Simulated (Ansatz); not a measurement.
Born–Oppenheimer molecular dynamics of a periodic cell of 13 atoms, LiTi4Sb8 (host TiSb2, host structure I4/mcm, interstitial Li). It goes on from the last frame of an earlier run, with new velocities.

These are results of Ansatz, DFT LDA, scalar-relativistic, plane waves, PAW, not measurements. Settings: accuracy low, cutoff 420 eV, k mesh 3x3x3, fermi-dirac smearing 0.1 eV, no spin polarisation.

| Quantity | Value |
| --- | --- |
| ensemble | NVE (velocity Verlet) |
| time step | 1 fs |
| steps asked | 300 |
| starting velocities drawn for | 2100 K |
| seed | 885340 |

Frames 2 fs apart, positions in Å, forces in eV/Å.

Velocities at 230 fs (Å/ps):

```
Ti -0.38 7.53 -1.09
Ti 4.71 -4.36 -3.78
Sb 1.05 -1.75 -1.49
Sb 3.18 -1.06 1.19
Sb -3.36 3.29 -3.10
Sb -2.39 -0.76 0.56
Ti -0.19 -2.96 8.14
Ti 7.13 -4.97 0.40
Sb -1.70 -1.97 -0.28
Sb -3.69 2.70 2.07
Sb 1.54 4.32 2.38
Sb 1.46 -3.51 -1.65
Li -9.49 10.75 -19.73
```

```xyz
13
Lattice="6.7029 0.0000 0.0000 0.0000 6.7029 0.0000 0.0000 0.0000 5.7960" Properties=species:S:1:pos:R:3:forces:R:3 time_fs=230 energy_less_start_eV=1.548 T=1103
Ti 0.115 0.102 1.331 -0.86 -0.90 1.28
Ti -0.003 0.412 4.750 0.48 -2.22 -2.54
Sb 2.050 1.296 2.764 0.14 -1.21 1.47
Sb 5.918 2.446 3.119 0.43 0.78 0.46
Sb 1.158 2.433 0.108 1.75 0.05 -0.06
Sb 4.233 0.967 -0.018 1.73 0.75 -0.41
Ti 3.407 3.564 4.199 -0.86 -2.29 1.52
Ti 3.749 2.927 1.764 -1.39 2.00 -2.72
Sb 5.679 3.934 -0.025 -0.80 2.85 0.46
Sb 2.532 5.653 -0.138 -1.80 -0.52 0.27
Sb 4.015 5.428 2.557 0.88 -0.87 -0.19
Sb 0.987 4.546 2.911 0.38 1.01 -0.02
Li 4.499 0.803 2.598 -0.09 0.57 0.48
13
Lattice="6.7029 0.0000 0.0000 0.0000 6.7029 0.0000 0.0000 0.0000 5.7960" Properties=species:S:1:pos:R:3:forces:R:3 time_fs=232 energy_less_start_eV=1.547 T=1103
Ti 0.114 0.117 1.329 -0.90 -0.96 1.27
Ti 0.006 0.403 4.742 0.40 -2.18 -2.50
Sb 2.052 1.292 2.761 0.12 -1.17 1.48
Sb 5.925 2.444 3.122 0.37 0.69 0.51
Sb 1.151 2.440 0.102 1.83 -0.02 -0.05
Sb 4.229 0.965 -0.017 1.82 0.75 -0.56
Ti 3.406 3.558 4.216 -0.82 -2.19 1.32
Ti 3.763 2.918 1.764 -1.50 2.29 -2.63
Sb 5.676 3.931 -0.026 -0.82 2.93 0.47
Sb 2.525 5.658 -0.134 -1.80 -0.56 0.23
Sb 4.018 5.437 2.561 0.87 -0.98 -0.06
Sb 0.990 4.539 2.908 0.41 1.08 -0.03
Li 4.480 0.826 2.560 0.02 0.34 0.54
13
Lattice="6.7029 0.0000 0.0000 0.0000 6.7029 0.0000 0.0000 0.0000 5.7960" Properties=species:S:1:pos:R:3:forces:R:3 time_fs=234 energy_less_start_eV=1.531 T=1113
Ti 0.112 0.130 1.328 -0.93 -1.01 1.25
Ti 0.016 0.391 4.731 0.33 -2.13 -2.45
Sb 2.054 1.288 2.759 0.10 -1.13 1.48
Sb 5.931 2.442 3.124 0.31 0.61 0.56
Sb 1.145 2.446 0.096 1.88 -0.10 -0.04
Sb 4.225 0.964 -0.016 1.90 0.74 -0.71
Ti 3.405 3.549 4.234 -0.79 -2.07 1.11
Ti 3.775 2.910 1.761 -1.62 2.57 -2.52
Sb 5.672 3.928 -0.026 -0.84 2.99 0.47
Sb 2.517 5.663 -0.130 -1.78 -0.60 0.20
Sb 4.022 5.445 2.566 0.87 -1.06 0.06
Sb 0.993 4.533 2.904 0.43 1.15 -0.04
Li 4.461 0.851 2.525 0.14 0.05 0.62
13
Lattice="6.7029 0.0000 0.0000 0.0000 6.7029 0.0000 0.0000 0.0000 5.7960" Properties=species:S:1:pos:R:3:forces:R:3 time_fs=236 energy_less_start_eV=1.501 T=1133
Ti 0.109 0.143 1.329 -0.96 -1.06 1.21
Ti 0.026 0.378 4.718 0.27 -2.07 -2.37
Sb 2.056 1.284 2.757 0.09 -1.08 1.48
Sb 5.938 2.441 3.127 0.23 0.53 0.59
Sb 1.140 2.453 0.089 1.91 -0.20 -0.04
Sb 4.222 0.963 -0.016 1.98 0.71 -0.87
Ti 3.403 3.539 4.253 -0.75 -1.96 0.91
Ti 3.786 2.905 1.757 -1.74 2.83 -2.40
Sb 5.668 3.927 -0.026 -0.84 3.05 0.48
Sb 2.508 5.668 -0.126 -1.75 -0.64 0.16
Sb 4.026 5.453 2.571 0.87 -1.10 0.18
Sb 0.996 4.527 2.901 0.45 1.21 -0.05
Li 4.443 0.876 2.494 0.26 -0.24 0.71
13
Lattice="6.7029 0.0000 0.0000 0.0000 6.7029 0.0000 0.0000 0.0000 5.7960" Properties=species:S:1:pos:R:3:forces:R:3 time_fs=238 energy_less_start_eV=1.455 T=1163
Ti 0.106 0.156 1.330 -0.98 -1.09 1.15
Ti 0.037 0.363 4.704 0.20 -1.99 -2.26
Sb 2.058 1.279 2.756 0.07 -1.03 1.47
Sb 5.944 2.439 3.130 0.14 0.47 0.60
Sb 1.135 2.459 0.083 1.91 -0.31 -0.03
Sb 4.219 0.962 -0.015 2.04 0.68 -1.02
Ti 3.400 3.527 4.272 -0.71 -1.83 0.70
Ti 3.796 2.902 1.751 -1.85 3.06 -2.26
Sb 5.664 3.926 -0.026 -0.83 3.10 0.47
Sb 2.498 5.673 -0.121 -1.71 -0.67 0.13
Sb 4.030 5.461 2.576 0.88 -1.14 0.29
Sb 1.000 4.521 2.897 0.46 1.27 -0.05
Li 4.426 0.900 2.466 0.37 -0.51 0.81
13
Lattice="6.7029 0.0000 0.0000 0.0000 6.7029 0.0000 0.0000 0.0000 5.7960" Properties=species:S:1:pos:R:3:forces:R:3 time_fs=240 energy_less_start_eV=1.389 T=1205
Ti 0.102 0.167 1.332 -0.99 -1.11 1.08
Ti 0.047 0.347 4.688 0.14 -1.89 -2.14
Sb 2.061 1.274 2.755 0.07 -0.98 1.45
Sb 5.951 2.438 3.133 0.04 0.40 0.61
Sb 1.131 2.466 0.077 1.90 -0.43 -0.02
Sb 4.217 0.962 -0.015 2.08 0.63 -1.16
Ti 3.397 3.514 4.292 -0.67 -1.70 0.50
Ti 3.804 2.902 1.742 -1.95 3.24 -2.11
Sb 5.659 3.926 -0.026 -0.80 3.14 0.47
Sb 2.489 5.678 -0.117 -1.66 -0.69 0.09
Sb 4.034 5.468 2.580 0.88 -1.17 0.39
Sb 1.003 4.516 2.894 0.48 1.31 -0.06
Li 4.411 0.921 2.443 0.49 -0.74 0.90
13
Lattice="6.7029 0.0000 0.0000 0.0000 6.7029 0.0000 0.0000 0.0000 5.7960" Properties=species:S:1:pos:R:3:forces:R:3 time_fs=242 energy_less_start_eV=1.300 T=1262
Ti 0.097 0.178 1.335 -0.99 -1.14 0.98
Ti 0.058 0.329 4.670 0.08 -1.78 -2.01
Sb 2.063 1.268 2.755 0.08 -0.93 1.43
Sb 5.958 2.437 3.137 -0.08 0.35 0.59
Sb 1.128 2.472 0.071 1.87 -0.56 -0.01
Sb 4.215 0.962 -0.015 2.12 0.57 -1.28
Ti 3.393 3.499 4.313 -0.63 -1.57 0.31
Ti 3.811 2.904 1.733 -2.04 3.35 -1.94
Sb 5.654 3.928 -0.026 -0.76 3.17 0.46
Sb 2.478 5.682 -0.112 -1.60 -0.72 0.06
Sb 4.039 5.474 2.585 0.89 -1.22 0.48
Sb 1.007 4.511 2.891 0.49 1.35 -0.07
Li 4.399 0.938 2.425 0.58 -0.88 0.98
13
Lattice="6.7029 0.0000 0.0000 0.0000 6.7029 0.0000 0.0000 0.0000 5.7960" Properties=species:S:1:pos:R:3:forces:R:3 time_fs=244 energy_less_start_eV=1.184 T=1337
Ti 0.091 0.187 1.339 -0.97 -1.15 0.88
Ti 0.069 0.310 4.650 0.01 -1.66 -1.85
Sb 2.065 1.263 2.755 0.10 -0.88 1.39
Sb 5.965 2.436 3.140 -0.21 0.30 0.57
Sb 1.125 2.478 0.064 1.81 -0.69 0.01
Sb 4.215 0.961 -0.016 2.15 0.50 -1.37
Ti 3.389 3.483 4.334 -0.58 -1.43 0.12
Ti 3.816 2.909 1.721 -2.12 3.39 -1.74
Sb 5.649 3.930 -0.026 -0.70 3.20 0.44
Sb 2.467 5.686 -0.108 -1.54 -0.73 0.03
Sb 4.043 5.481 2.591 0.89 -1.29 0.57
Sb 1.011 4.506 2.887 0.51 1.37 -0.07
Li 4.390 0.950 2.412 0.66 -0.93 1.03
13
Lattice="6.7029 0.0000 0.0000 0.0000 6.7029 0.0000 0.0000 0.0000 5.7960" Properties=species:S:1:pos:R:3:forces:R:3 time_fs=246 energy_less_start_eV=1.041 T=1429
Ti 0.084 0.196 1.344 -0.94 -1.17 0.76
Ti 0.080 0.289 4.629 -0.06 -1.52 -1.69
Sb 2.067 1.257 2.755 0.14 -0.82 1.35
Sb 5.971 2.435 3.144 -0.34 0.27 0.53
Sb 1.123 2.484 0.058 1.74 -0.82 0.03
Sb 4.215 0.961 -0.017 2.16 0.43 -1.43
Ti 3.384 3.466 4.354 -0.53 -1.28 -0.06
Ti 3.819 2.917 1.708 -2.19 3.34 -1.53
Sb 5.644 3.933 -0.025 -0.62 3.21 0.41
Sb 2.456 5.690 -0.103 -1.46 -0.75 0.01
Sb 4.049 5.487 2.596 0.89 -1.38 0.65
Sb 1.015 4.502 2.884 0.52 1.39 -0.08
Li 4.385 0.956 2.405 0.71 -0.90 1.05
13
Lattice="6.7029 0.0000 0.0000 0.0000 6.7029 0.0000 0.0000 0.0000 5.7960" Properties=species:S:1:pos:R:3:forces:R:3 time_fs=248 energy_less_start_eV=0.874 T=1537
Ti 0.077 0.203 1.349 -0.89 -1.18 0.63
Ti 0.090 0.267 4.606 -0.15 -1.38 -1.52
Sb 2.070 1.251 2.756 0.19 -0.77 1.29
Sb 5.978 2.434 3.148 -0.47 0.25 0.48
Sb 1.121 2.489 0.052 1.65 -0.96 0.07
Sb 4.215 0.962 -0.019 2.16 0.34 -1.44
Ti 3.379 3.448 4.375 -0.47 -1.12 -0.24
Ti 3.821 2.927 1.694 -2.25 3.22 -1.30
Sb 5.638 3.938 -0.024 -0.53 3.21 0.38
Sb 2.444 5.694 -0.099 -1.38 -0.76 -0.01
Sb 4.054 5.492 2.602 0.88 -1.49 0.72
Sb 1.019 4.498 2.881 0.53 1.39 -0.09
Li 4.384 0.958 2.404 0.73 -0.77 1.04
13
Lattice="6.7029 0.0000 0.0000 0.0000 6.7029 0.0000 0.0000 0.0000 5.7960" Properties=species:S:1:pos:R:3:forces:R:3 time_fs=250 energy_less_start_eV=0.691 T=1655
Ti 0.069 0.210 1.355 -0.82 -1.19 0.50
Ti 0.101 0.244 4.583 -0.24 -1.22 -1.34
Sb 2.072 1.244 2.757 0.26 -0.71 1.23
Sb 5.984 2.433 3.152 -0.60 0.24 0.43
Sb 1.120 2.494 0.046 1.54 -1.08 0.10
Sb 4.217 0.962 -0.021 2.15 0.26 -1.42
Ti 3.374 3.429 4.396 -0.41 -0.95 -0.42
Ti 3.821 2.940 1.679 -2.30 3.02 -1.06
Sb 5.633 3.943 -0.024 -0.42 3.20 0.34
Sb 2.432 5.697 -0.095 -1.29 -0.76 -0.03
Sb 4.060 5.497 2.607 0.88 -1.61 0.78
Sb 1.023 4.495 2.877 0.54 1.38 -0.10
Li 4.387 0.956 2.408 0.71 -0.57 0.99
13
Lattice="6.7029 0.0000 0.0000 0.0000 6.7029 0.0000 0.0000 0.0000 5.7960" Properties=species:S:1:pos:R:3:forces:R:3 time_fs=252 energy_less_start_eV=0.500 T=1778
Ti 0.060 0.216 1.361 -0.73 -1.21 0.37
Ti 0.111 0.220 4.558 -0.34 -1.06 -1.16
Sb 2.075 1.237 2.759 0.34 -0.66 1.15
Sb 5.991 2.433 3.156 -0.71 0.25 0.37
Sb 1.119 2.499 0.040 1.41 -1.21 0.15
Sb 4.219 0.962 -0.024 2.13 0.17 -1.36
Ti 3.368 3.409 4.416 -0.35 -0.78 -0.59
Ti 3.819 2.955 1.663 -2.34 2.76 -0.82
Sb 5.627 3.950 -0.023 -0.30 3.19 0.29
Sb 2.419 5.700 -0.090 -1.19 -0.76 -0.04
Sb 4.066 5.502 2.613 0.87 -1.75 0.84
Sb 1.028 4.492 2.873 0.55 1.35 -0.12
Li 4.394 0.950 2.418 0.67 -0.32 0.92
```

Of the whole run (300 fs, mean temperature of the second half 2040 K): The conserved energy stayed within 0.086 meV per atom of its start (net change 0.015 meV per atom), so the integration is sound. A run of 0.3 ps of so small a system gives no equilibrium averages. Limits of this set-up: coarse k mesh, a small cell, in which the defect meets its images, low accuracy level.

Time of the run: 16 min on 4 threads of AMD EPYC 9R14 (Zen 4), on a shared host, peak memory 1.3 GiB.
